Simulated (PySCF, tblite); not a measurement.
# C9H6BN3Si: excited states

Wanted: excited states for C9H6BN3Si (`N#CC(C#N)=C(C#N)C1=CC=C([SiH3])B1`).

Computed with tblite 0.8.0 and PySCF 2.14.0 and routines of our own; the level stands in each step. Atoms count from 0.

## 1. The starting structure

20 atoms, charge 0, multiplicity 1; geometry from: force field or distance geometry start.

## 2. Geometry optimisation with GFN2-xTB

What the job is given:

```
{"job": {"kind": "relax", "xc": "GFN2-xTB", "basis": "xTB"}, "charge": 0, "multiplicity": 1}
N     -2.242200     2.595100    -0.467600
C     -2.437700     1.539800    -0.055300
C     -2.656100     0.207900     0.482000
C     -3.995600    -0.044500     0.970700
N     -5.061000    -0.264500     1.387500
C     -1.722500    -0.756900     0.446200
C     -2.038700    -2.096900     0.882600
N     -2.289300    -3.168600     1.239600
C     -0.325400    -0.518400    -0.028000
C      0.407700    -1.404100    -0.685300
C      1.761500    -0.896200    -0.932400
C      1.904900     0.319300    -0.425200
Si     3.471000     1.288000    -0.390500
B      0.577800     0.725600     0.239000
H      0.066300    -2.375100    -0.991900
H      2.547600    -1.448200    -1.414600
H      4.266400     0.976500    -1.597700
H      3.164800     2.718300    -0.378200
H      4.244800     0.934200     0.806700
H      0.350400     1.679400     0.909400
```

The run is started by

```sh
$ OMP_NUM_THREADS=1 python excited_run.py task.json out
```

This one command runs all jobs of the session in turn.

What it wrote:

```text
step      E/eV     max force
  0    -920.53650    2.698
  1    -920.59313    5.910
  2    -920.67585    2.783
  3    -920.77307    0.849
  4    -920.79329    0.711
  5    -920.79705    1.444
  6    -920.81238    0.259
  7    -920.81618    0.235
  8    -920.81941    0.452
  9    -920.82068    0.646
 10    -920.82329    0.181
 11    -920.82465    0.099
 12    -920.82645    0.230
 13    -920.82761    0.183
 14    -920.82833    0.062
 15    -920.82892    0.088
 16    -920.82969    0.163
 17    -920.83054    0.171
 18    -920.83143    0.092
 19    -920.83236    0.070
 20    -920.83339    0.143
 21    -920.83441    0.176
 22    -920.83521    0.119
 23    -920.83586    0.066
 24    -920.83661    0.114
 25    -920.83763    0.198
 26    -920.83891    0.209
 27    -920.84025    0.124
 28    -920.84167    0.085
 29    -920.84340    0.182
 30    -920.84548    0.246
 31    -920.84727    0.199
 32    -920.84848    0.096
 33    -920.84945    0.072
 34    -920.85035    0.140
 35    -920.85124    0.166
 36    -920.85211    0.106
 37    -920.85296    0.070
 38    -920.85408    0.157
 39    -920.85583    0.260
 40    -920.85826    0.337
 41    -920.86058    0.170
 42    -920.86215    0.247
 43    -920.86364    0.170
 44    -920.86509    0.224
 45    -920.86753    0.256
 46    -920.86909    0.195
 47    -920.87100    0.091
 48    -920.87247    0.087
 49    -920.87406    0.123
 50    -920.87541    0.151
 51    -920.87661    0.071
 52    -920.87761    0.136
 53    -920.87871    0.104
 54    -920.88046    0.193
 55    -920.88228    0.230
 56    -920.88506    0.181
 57    -920.88776    0.137
 58    -920.88965    0.090
 59    -920.89057    0.072
 60    -920.89120    0.060
 61    -920.89190    0.061
 62    -920.89241    0.076
 63    -920.89270    0.135
 64    -920.89313    0.064
 65    -920.89358    0.081
 66    -920.89411    0.125
 67    -920.89482    0.110
 68    -920.89556    0.082
 69    -920.89644    0.086
 70    -920.89740    0.074
 71    -920.89822    0.076
 72    -920.89874    0.069
 73    -920.89913    0.046
 74    -920.89955    0.051
 75    -920.90007    0.065
 76    -920.90067    0.072
 77    -920.90119    0.092
 78    -920.90153    0.054
 79    -920.90180    0.054
 80    -920.90209    0.064
 81    -920.90238    0.064
 82    -920.90257    0.057
 83    -920.90275    0.039
 84    -920.90290    0.033
 85    -920.90304    0.041
 86    -920.90317    0.049
 87    -920.90329    0.047
 88    -920.90342    0.041
 89    -920.90358    0.040
 90    -920.90375    0.042
 91    -920.90394    0.041
 92    -920.90419    0.041
 93    -920.90451    0.049
 94    -920.90480    0.043
 95    -920.90504    0.032
 96    -920.90519    0.034
 97    -920.90533    0.040
 98    -920.90546    0.037
 99    -920.90563    0.028
100    -920.90576    0.028
101    -920.90588    0.025
102    -920.90597    0.038
103    -920.90607    0.036
104    -920.90617    0.032
105    -920.90626    0.028
106    -920.90636    0.035
107    -920.90648    0.032
108    -920.90671    0.042
109    -920.90692    0.120
110    -920.90723    0.036
111    -920.90743    0.048
112    -920.90757    0.036
113    -920.90763    0.030
114    -920.90774    0.030
115    -920.90782    0.029
116    -920.90789    0.027
117    -920.90796    0.018
118    -920.90805    0.025
119    -920.90814    0.021
120    -920.90821    0.018
121    -920.90826    0.016
122    -920.90830    0.011
123    -920.90834    0.010
124    -920.90837    0.013
125    -920.90840    0.018
126    -920.90843    0.025
127    -920.90849    0.025
128    -920.90856    0.019
129    -920.90863    0.021
130    -920.90871    0.025
131    -920.90879    0.029
132    -920.90887    0.024
133    -920.90896    0.023
134    -920.90905    0.023
135    -920.90914    0.024
136    -920.90925    0.023
137    -920.90940    0.042
138    -920.90961    0.044
139    -920.90992    0.049
140    -920.91027    0.038
141    -920.91047    0.031
142    -920.91062    0.042
143    -920.91078    0.033
144    -920.91090    0.030
145    -920.91104    0.033
146    -920.91118    0.040
147    -920.91135    0.042
148    -920.91147    0.032
149    -920.91154    0.017
150    -920.91158    0.018
151    -920.91161    0.016
152    -920.91164    0.017
153    -920.91171    0.019
154    -920.91178    0.030
155    -920.91188    0.039
156    -920.91200    0.038
157    -920.91213    0.046
158    -920.91224    0.022
159    -920.91233    0.022
160    -920.91239    0.016
161    -920.91241    0.013
162    -920.91244    0.018
163    -920.91247    0.020
164    -920.91250    0.013
165    -920.91254    0.016
166    -920.91259    0.018
167    -920.91264    0.023
168    -920.91268    0.022
169    -920.91272    0.011
170    -920.91274    0.009
```

Wall time 3.6 s (1 thread of AMD EPYC 7R43, shared host).

Along the way: (not every step is listed)

| step | energy from step 0 (eV) | largest force (eV/Å) |
| --- | --- | --- |
| 0 | 0.0000 | 2.6980 |
| 1 | -0.0566 | 5.9102 |
| 2 | -0.1393 | 2.7830 |
| 3 | -0.2366 | 0.8492 |
| 4 | -0.2568 | 0.7108 |
| 5 | -0.2605 | 1.4445 |
| 6 | -0.2759 | 0.2590 |
| 7 | -0.2797 | 0.2348 |
| 8 | -0.2829 | 0.4515 |
| 23 | -0.2994 | 0.0659 |
| 38 | -0.3176 | 0.1571 |
| 53 | -0.3422 | 0.1041 |
| 68 | -0.3591 | 0.0825 |
| 83 | -0.3662 | 0.0393 |
| 98 | -0.3690 | 0.0373 |
| 113 | -0.3711 | 0.0301 |
| 128 | -0.3721 | 0.0187 |
| 143 | -0.3743 | 0.0335 |
| 158 | -0.3757 | 0.0216 |
| 165 | -0.3760 | 0.0156 |
| 166 | -0.3761 | 0.0176 |
| 167 | -0.3761 | 0.0231 |
| 168 | -0.3762 | 0.0219 |
| 169 | -0.3762 | 0.0110 |
| 170 | -0.3762 | 0.0094 |

Close pairs (by a distance rule), those that changed most:

| bond | before (Å) | after (Å) | change (Å) |
| --- | --- | --- | --- |
| C5–C8 | 1.495 | 1.427 | -0.067 |
| C1–C2 | 1.453 | 1.408 | -0.045 |
| C8–C9 | 1.324 | 1.367 | +0.043 |
| C2–C3 | 1.448 | 1.410 | -0.038 |
| C11–Si12 | 1.842 | 1.879 | +0.037 |
| C2–C5 | 1.343 | 1.378 | +0.035 |
| C10–C11 | 1.325 | 1.357 | +0.032 |
| C11–B13 | 1.539 | 1.567 | +0.028 |

The final coordinates are the input of the step that follows.

## 3. Infrared spectrum with GFN2-xTB

What the job is given:

```
{"job": {"kind": "ir", "xc": "GFN2-xTB", "basis": "xTB"}, "charge": 0, "multiplicity": 1}
N     -2.027059     2.723705     0.442879
C     -2.293729     1.609140     0.506187
C     -2.656189     0.249184     0.548642
C     -4.018098    -0.011071     0.807185
N     -5.125715    -0.209168     1.028056
C     -1.750431    -0.762266     0.314472
C     -2.228964    -2.097689     0.282232
N     -2.578729    -3.188408     0.258080
C     -0.362891    -0.538341     0.065351
C      0.517561    -1.520381    -0.295803
C      1.833056    -0.977614    -0.583200
C      1.905343     0.365790    -0.408458
Si     3.425749     1.417214    -0.746244
B      0.566811     0.705717     0.331314
H      0.283543    -2.570056    -0.398214
H      2.635902    -1.610127    -0.929722
H      4.414631     0.585517    -1.435615
H      3.015762     2.544494    -1.584623
H      3.950776     1.887276     0.537657
H      0.487521     1.407763     1.256788
```

What it wrote:

```text
mode    cm-1     km/mol
  1      34.0      1.06
  2      44.6      1.09
  3      55.3      0.21
  4      64.6      1.91
  5     101.2      1.70
  6     106.7      5.96
  7     122.9     11.47
  8     145.3      6.03
  9     158.7      5.24
 10     218.7      3.20
 11     228.5      1.86
 12     261.1      9.91
 13     324.7      5.11
 14     363.2      2.67
 15     377.2      3.49
 16     378.2      1.21
 17     434.6      1.31
 18     470.9      0.38
 19     518.8      0.14
 20     523.4     14.97
 21     533.6     43.89
 22     545.5     48.89
 23     562.6     31.78
 24     582.8      2.42
 25     627.2      9.38
 26     685.2    109.84
 27     734.3      1.71
 28     755.6     63.37
 29     768.3    157.50
 30     770.5    174.92
 31     785.1    602.59
 32     833.7     31.37
 33     880.1      6.80
 34     889.2      8.73
 35     943.8      4.17
 36    1015.7      5.55
 37    1072.5     18.59
 38    1128.7    152.79
 39    1203.0      0.61
 40    1220.6     13.55
 41    1255.0     24.75
 42    1337.0      8.51
 43    1446.4    356.45
 44    1510.7     41.02
 45    1551.6     29.67
 46    2257.6    291.86
 47    2260.5    274.85
 48    2270.1    220.83
 49    2330.6    151.01
 50    2361.4    238.78
 51    2371.2    162.51
 52    2697.9     47.55
 53    3078.0     19.25
 54    3086.9     30.03
```

Run time: 2.2 s. Hardware: 1 thread of AMD EPYC 7R43, shared host.

The strongest bands and the atoms that carry them (share of the mass-weighted mode):

| cm⁻¹ | km/mol | atoms |
| --- | --- | --- |
| 770 | 174.9 | H16 58 %, H17 20 %, H18 18 % |
| 785 | 602.6 | H16 28 %, H17 26 %, H18 16 %, Si12 11 % |
| 1446 | 356.4 | C8 34 %, C11 20 %, C9 15 %, C5 13 % |
| 2258 | 291.9 | H18 95 % |
| 2260 | 274.9 | H16 96 % |
| 2270 | 220.8 | H17 96 % |
| 2361 | 238.8 | C3 29 %, C6 19 %, N4 19 %, C1 13 % |
| 2371 | 162.5 | C6 41 %, N7 27 %, C3 10 % |

## 4. Excited states: TDA B3LYP/def2-SVP

Settings changed since step 3:

```diff
@@ -1,2 +1,2 @@
-{"job": {"kind": "ir", "xc": "GFN2-xTB", "basis": "xTB"}, "charge": 0, "multiplicity": 1}
+{"job": {"kind": "states", "xc": "B3LYP", "basis": "def2-SVP", "tda": true, "soc": true, "nstates": 6, "ntriplets": 4, "nquad": 4}, "charge": 0, "multiplicity": 1}
 N     -2.027059     2.723705     0.442879
```

Level: TDA B3LYP/def2-SVP excited states, vertical, gas phase, spin-orbit mean-field couplings.

What it wrote:

```text
coarse grid: 19392 points
cycle   1  E = -824.2490823085  dE =  2.289e+00  |g| = 8.251e-01  |ddm| = 6.188e+00
cycle   2  E = -823.1940094448  dE =  1.055e+00  |g| = 2.268e+00  |ddm| = 3.159e+00
cycle   3  E = -824.4109722268  dE = -1.217e+00  |g| = 1.780e-01  |ddm| = 2.345e+00
cycle   4  E = -824.4144549168  dE = -3.483e-03  |g| = 1.448e-01  |ddm| = 3.966e-01
cycle   5  E = -824.4197738218  dE = -5.319e-03  |g| = 4.417e-02  |ddm| = 2.077e-01
cycle   6  E = -824.4203031969  dE = -5.294e-04  |g| = 1.156e-02  |ddm| = 6.558e-02
cycle   7  E = -824.4203467386  dE = -4.354e-05  |g| = 3.177e-03  |ddm| = 2.150e-02
cycle   8  E = -824.4203492693  dE = -2.531e-06  |g| = 1.518e-03  |ddm| = 5.409e-03
final grid: 189216 points
cycle   9  E = -824.5546448521  dE = -4.808e-05  |g| = 5.141e-03  |ddm| = 6.327e-02
cycle  10  E = -824.5546386422  dE =  6.210e-06  |g| = 7.119e-03  |ddm| = 1.539e-02
cycle  11  E = -824.5546518163  dE = -1.317e-05  |g| = 1.658e-03  |ddm| = 8.958e-03
cycle  12  E = -824.5546524530  dE = -6.367e-07  |g| = 5.549e-04  |ddm| = 2.020e-03
cycle  13  E = -824.5546525126  dE = -5.962e-08  |g| = 2.402e-04  |ddm| = 6.884e-04
cycle  14  E = -824.5546525247  dE = -1.211e-08  |g| = 1.012e-04  |ddm| = 3.187e-04
cycle  15  E = -824.5546525270  dE = -2.248e-09  |g| = 3.023e-05  |ddm| = 1.255e-04
cycle  16  E = -824.5546525272  dE = -2.001e-10  |g| = 1.280e-05  |ddm| = 3.996e-05
converged SCF energy = -824.5546525272

Singlet excitations
state   eV       nm        f     d(h-e)  d(exc)  Lambda  PR(NTO)  |dmu|/D   mu/D   main configurations
  1   2.3966   517.3   0.11128   0.549   3.343   0.742   1.030    0.898    5.802   H->L 0.74, H->L+1 0.21
  2   3.4156   363.0   0.15210   0.733   4.203   0.647   1.910    0.557    6.884   H->L+1 0.45, H-1->L 0.45
  3   3.8502   322.0   0.24203   1.185   3.629   0.585   1.485    3.056    9.329   H-2->L 0.57, H->L+1 0.15, H-1->L 0.11
  4   4.1954   295.5   0.24775   0.827   4.043   0.614   1.507    1.474    5.555   H-2->L 0.34, H-1->L 0.30, H->L+1 0.12
  5   4.6533   266.4   0.05059   1.079   3.676   0.471   1.129                     H-3->L 0.51, H-5->L 0.15, H-4->L 0.13
  6   4.6875   264.5   0.00093   1.891   4.169   0.465   1.157                     H-3->L 0.34, H-4->L 0.25, H-5->L 0.23

Triplet excitations (Tamm-Dancoff)
state   eV     d(h-e)  d(exc)  Lambda  PR(NTO)   main configurations
  1   1.1902   0.195   3.428   0.787   1.041   H->L 0.97
  2   2.4643   0.301   3.320   0.617   1.497   H->L+1 0.76, H-1->L 0.20
  3   3.2028   0.135   4.073   0.662   1.571   H-1->L 0.72, H->L+1 0.21
  4   3.5243   1.112   3.277   0.540   1.149   H-2->L 0.84
S1 - T1 = 1.2065 eV

Spin-orbit couplings |<S|Hso|T>| (cm-1)
             T1       T2       T3       T4
S0        1.449    1.285    2.270    2.864
S1        0.077    0.444    0.696    4.733
S2        0.599    0.655    0.389    4.754
S3        3.592    2.347    3.557    0.398
S4        1.054    1.518    3.692    1.112
S5        3.040    2.151    4.950    7.804
S6        2.597    3.489    5.776    3.714
T1 sublevels (cm-1): 0.000 0.000 0.000   radiative rates (1/s): 0.0128 0.0458 0.0264
```

Wall time 76 s (1 thread of AMD EPYC 7R43, shared host); peak memory 1 GiB.

Key values:

| quantity | value |
| --- | --- |
| S1 less T1 | 1.21 eV |

## 5. Results

| quantity | value |
| --- | --- |
| strongest single infrared mode (GFN2-xTB) | 785 cm⁻¹, 603 km/mol |
| zero-point energy (GFN2-xTB) | 73.3 kcal/mol |
| S1 less T1 (step 4, TDA B3LYP/def2-SVP) | 1.21 eV |

**Reading.** No mode is imaginary among the 54: a minimum at this level. The strongest single mode, at 785 cm⁻¹, is carried by H16, H17, H18, Si12. GFN2-xTB is a fitted tight-binding method: band positions and strengths are rough. Its intensities can rank the bands wrongly. In step 4, the number of triplets below S1 is 1, and the largest singlet-triplet spin-orbit coupling is S5–T4, 7.80 cm⁻¹.
